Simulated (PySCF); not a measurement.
# C6H7Br: the cost of one run

Computed with PySCF 2.14.0 and routines of our own; the level stands in each step. Atoms count from 0.

## Step 1: The starting structure

14 atoms, charge 0, multiplicity 1; geometry from: GFN2-xTB.

## Step 2: Magnetic properties: GIAO PBE/pcSseg-1

What the job is given:

```
{"job": {"kind": "mag", "xc": "PBE", "basis": "pcSseg-1", "isotopologues": 2}, "charge": 0, "multiplicity": 1}
C     -3.007185     0.256241     0.297290
C     -1.873703    -0.357815    -0.035011
C     -0.586702     0.283623     0.015314
C      0.557990    -0.331356    -0.317540
C      1.877957     0.243144    -0.292459
C      2.992617    -0.402509    -0.629998
Br     2.030516     2.071965     0.270086
H     -3.015923     1.282679     0.625728
H     -3.959924    -0.242246     0.252114
H     -1.888051    -1.389543    -0.362861
H     -0.579125     1.314968     0.342537
H      0.535169    -1.364236    -0.643502
H      3.960937     0.063831    -0.596983
H      2.954748    -1.429220    -0.951859
```

Method: GIAO PBE/pcSseg-1 magnetisability, rotational g tensor and spin-rotation constants, non-relativistic, gas phase.

On the command line:

```sh
$ OMP_NUM_THREADS=1 python excited_run.py task.json out
```

One launch serves the whole session: the jobs run in the order shown.

Q: Estimate the wall time and peak memory of this first job on 1 thread of Arm Neoverse V2, shared host.

About 33 s, with a peak of 0.69 GiB.
